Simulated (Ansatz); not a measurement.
# TlAgS2: the cost of one run

Computed with Ansatz 0.2.0 (reference: DFT, PBE, plane waves, PAW, unless a step's input says otherwise).

2 further runs of the same task are left out: 1 for a known fault of the program, 1 that didn't finish.

## Step 1: The structure to begin with

The structure is tetragonal, space group P-4m2 (No. 115). Conventional cell: a = 4.138 Å, b = 4.138 Å, c = 6.002 Å, α = 90.00°, β = 90.00°, γ = 90.00°. Around Ag (site symmetry -4m2) lie 4 S at 2.54 Å. S (site symmetry 2mm) is surrounded by 2 Ag at 2.54 Å and 2 Tl at 2.58 Å. Around Tl (site symmetry -4m2) lie 4 S at 2.58 Å.

Structure file:

```xyz
4
Lattice="4.1384 0.0000 0.0000 0.0000 4.1384 0.0000 0.0000 0.0000 6.0023" Properties=species:S:1:pos:R:3 pbc="T T T"
Ag    0.0000    0.0000    0.0000
S     0.0000    2.0692    1.4681
Tl    2.0692    2.0692    3.0012
S     2.0692    0.0000    4.5343
```

## Step 2: Baseline

Contents of input.yaml:

```yaml
crystal:
  lattice:
    - [4.1384416178, 0.0, 0.0]
    - [0.0, 4.1384416178, 0.0]
    - [0.0, 0.0, 6.0023381934]
  atoms:
    - { symbol: Ag, position: [0.0, 0.0, 0.0] }
    - { symbol: S, position: [0.0, 0.5, 0.244582852] }
    - { symbol: Tl, position: [0.5, 0.5, 0.5] }
    - { symbol: S, position: [0.5, 0.0, 0.755417148] }
kpoints:
  mp_grid: { grid: [4, 4, 4] }
hamiltonian:
  xc: pbe
scf:
  occupations: { method: fermi_dirac, width: 0.02 }
  n_extra_bands: 5
output:
  forces: true
  stress: true
  eigenvalues: true
```

Run with:

```bash
> ansatz run input.yaml --threads 4 --pin off --max-ram 3686MiB --backend cpu --events-out ev --progress --plain --runs-dir out
```

What time and memory should one allow on 4 threads of Arm Neoverse V1, shared host?

About 1.8 s, with a peak of 0.37 GiB.
